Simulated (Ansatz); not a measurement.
# C2H6GaNO: a ladder of functionals and wavefunction methods

One table from this session's results is given with a row withheld; the runs are named, their logs left out.

Computed with Ansatz 0.2.0, Gaussian basis. Level: functionals in def2-TZVPP, the program's frozen cores in correlated methods.

Levels to be run: LDA (SPW92), PBE-D4, revPBE-D4, BLYP-D4, r2SCAN-D4, B97M-V, PBE0-D4, B3LYP-D4, r2SCANh-D4, r2SCAN0-D4, HSE06-D4, BHLYP-D4, CAM-B3LYP-D4, LC-ωPBE, ωB97X-V, ωB97M-V, B2PLYP, PBE-QIDH; CCSD(T)/def2-SVP; CCSD(T)/def2-TZVPP; MP2/def2-QZVPP; extrapolation to the limit; RPA on PBE.

## The relaxed structure

The geometry comes from an earlier relaxation with PBE0-D4 in a triple-zeta def2 set; it is a stationary point, not always the lowest conformer.

11 atoms, charge 0, spin multiplicity 1.

Atoms are counted from 1 here; the program's logs count them from 0.

Bond lengths: N1–C2 1.452 Å, N1–Ga5 2.107 Å, N1–H6 1.015 Å, N1–H7 1.015 Å, C2–C3 1.344 Å, C2–H8 1.080 Å, C3–O4 1.308 Å, C3–H9 1.090 Å, O4–Ga5 1.896 Å, Ga5–H10 1.568 Å, Ga5–H11 1.568 Å. Angles: C2–N1–Ga5 103.1°, C2–N1–H6 112.0°, C2–N1–H7 112.0°, Ga5–N1–H6 111.3°, Ga5–N1–H7 111.3°, H6–N1–H7 107.2°, N1–C2–C3 116.1°, N1–C2–H8 119.6°, C3–C2–H8 124.3°, C2–C3–O4 124.2°, C2–C3–H9 119.6°, O4–C3–H9 116.2°, C3–O4–Ga5 110.9°, N1–Ga5–O4 85.7°, N1–Ga5–H10 106.1°, N1–Ga5–H11 106.1°, O4–Ga5–H10 112.3°, O4–Ga5–H11 112.3° and more.

Set-up of the first run:

in.yaml reads:

```yaml
crystal:
  periodic: [false, false, false]
  atoms:
    - {symbol: N, position_ang: [0.146360, 0.666631, 0.813993]}
    - {symbol: C, position_ang: [-0.091565, -0.757850, 0.965815]}
    - {symbol: C, position_ang: [-0.255549, -1.454886, -0.171284]}
    - {symbol: O, position_ang: [-0.212569, -0.929037, -1.368007]}
    - {symbol: Ga, position_ang: [0.109728, 0.936705, -1.275274]}
    - {symbol: H, position_ang: [1.039779, 0.947218, 1.206790]}
    - {symbol: H, position_ang: [-0.570030, 1.222932, 1.270634]}
    - {symbol: H, position_ang: [-0.126615, -1.189869, 1.955088]}
    - {symbol: H, position_ang: [-0.437482, -2.528913, -0.123363]}
    - {symbol: H, position_ang: [-1.176696, 1.778373, -1.582657]}
    - {symbol: H, position_ang: [1.574630, 1.308686, -1.691745]}
basis:
  gaussian: {orbitals: def2-TZVPP}
hamiltonian: {xc: lda}
output: {orbitals: {seedname: orbitals}}
```

Command:

```
$ ansatz run in.yaml --threads 4 --pin off --events-out ev --progress --plain --max-ram 10444MiB
```

Steps of the session up to this table: LDA; PBE-D4 (GGA); revPBE-D4 (GGA); BLYP-D4 (GGA); r2SCAN-D4 (meta-GGA); B97M-V (meta-GGA); B3LYP-D4 (hybrid); r2SCANh-D4 (hybrid); r2SCAN0-D4 (hybrid); HSE06-D4 (hybrid); BHLYP-D4 (hybrid); CAM-B3LYP-D4 (range-separated); LC-ωPBE (range-separated); ωB97X-V (range-separated); ωB97M-V (range-separated); B2PLYP (double hybrid); PBE-QIDH (double hybrid).

One of the session's tables, all rows but one given; the rest of the session is left out.

It belongs to the step «Orbital energies across the functionals». 

| functional | HOMO (eV) | gap (eV) |
| --- | --- | --- |
| LDA (SPW92) | -5.30 | 4.39 |
| PBE-D4 | -5.13 | 4.38 |
| revPBE-D4 | -5.06 | 4.40 |
| BLYP-D4 | -5.00 | 4.26 |
| r2SCAN-D4 | -5.33 | 5.16 |
| B97M-V | -5.40 | 4.82 |
| PBE0-D4 | -6.31 | 6.37 |
| B3LYP-D4 | -6.10 | 5.85 |
| r2SCANh-D4 | ? | ? |
| r2SCAN0-D4 | -6.46 | 6.88 |
| HSE06-D4 | -5.91 | 5.61 |
| BHLYP-D4 | -7.39 | 8.09 |
| CAM-B3LYP-D4 | -7.64 | 8.49 |
| LC-ωPBE | -8.95 | 11.07 |
| ωB97X-V | -8.61 | 10.53 |
| ωB97M-V | -8.53 | 10.03 |

Q: Estimate the row for r2SCANh-D4 from the others.

Worked estimate for «HOMO (eV)». Against the share of exact exchange, r2SCAN-D4 (0, -5.33), r2SCAN0-D4 (0.25, -6.46) give a slope of -4.52 per unit share; at 0.1 the line stands at -5.78.

As computed: HOMO (eV): -5.78; gap (eV): 5.86. In «HOMO (eV)» the line misses by 0.00.
